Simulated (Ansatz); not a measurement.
# CuAu3: the cost of one run

Method: DFT LDA, scalar-relativistic, in Ansatz 0.2.0.

**1. The structure to begin with**

The structure is cubic, space group Pm-3m (No. 221). The conventional cell has a = 3.980 Å, b = 3.980 Å, c = 3.980 Å, α = 90.00°, β = 90.00°, γ = 90.00°. Cu (site symmetry m-3m) has 12 Au at 2.81 Å in its first shell of neighbours. Au (site symmetry 4/mmm) has 8 Au at 2.81 Å and 4 Cu at 2.81 Å in its first shell of neighbours.

As a file:

```cif
data_structure
_symmetry_space_group_name_H-M 'Pm-3m'
_symmetry_Int_Tables_number 221
_cell_length_a 3.9800
_cell_length_b 3.9800
_cell_length_c 3.9800
_cell_angle_alpha 90.000
_cell_angle_beta 90.000
_cell_angle_gamma 90.000
_cell_volume 63.04
loop_
_atom_site_label
_atom_site_type_symbol
_atom_site_symmetry_multiplicity
_atom_site_Wyckoff_symbol
_atom_site_fract_x
_atom_site_fract_y
_atom_site_fract_z
_atom_site_occupancy
Cu1 Cu 1 a 0.00000 0.00000 0.00000 1
Au1 Au 3 c 0.00000 0.50000 0.50000 1
```

The file gives the conventional cell by its symmetry; the runs use the cell typed in the input.

Atoms are numbered in the order of the input: Cu1, Au2, Au3, Au4.

**2. After the deformation**

Space group Pm-3m before, R-3m after.

**3. LAPW, all electrons**

Input file input.yaml:

```yaml
crystal:
  lattice:
    - [3.98, 0.0199, 0.0199]
    - [0.0199, 3.98, 0.0199]
    - [0.0199, 0.0199, 3.98]
  atoms:
    - { symbol: Cu, position: [0.0, 0.0, 0.0] }
    - { symbol: Au, position: [0.0, 0.5, 0.5] }
    - { symbol: Au, position: [0.5, 0.0, 0.5] }
    - { symbol: Au, position: [0.5, 0.5, 0.0] }
kpoints:
  mp_grid: { grid: [9, 9, 9] }
  band_path:
    path:
      - [0.0, 0.0, 0.0]
      - [0.5, 0.5, 0.5]
      - [0.5098274679, 0.4901725321, 0.5]
      - [0.5, -0.4901725321, 0.4901725321]
      - [0.5, 0.0, 0.0]
      - [0.0, 0.0, 0.0]
      - [0.4950862661, -0.4950862661, 0.0]
      - [0.5049137339, 0.0, 0.4950862661]
      - [0.5, 0.0, 0.5]
    npoints: 5
scf:
  occupations: { method: fermi_dirac, width: 0.05 }
hamiltonian:
  xc: lda
  pseudopotentials: { kind: all_electron, lapw: { basis_error: 0.001 } }
output:
  forces: true
  stress: true
  eigenvalues: true
```

Run with:

```
$ ansatz run input.yaml --threads 1 --pin off --max-ram 4096MiB --backend cpu --events-out ev --progress --plain --runs-dir out
```

**Question.** How long does this run take on 1 thread of AMD EPYC 9R45 (Zen 5), shared host, and how much memory does it need?

About 49 s, with a peak of 1.3 GiB.
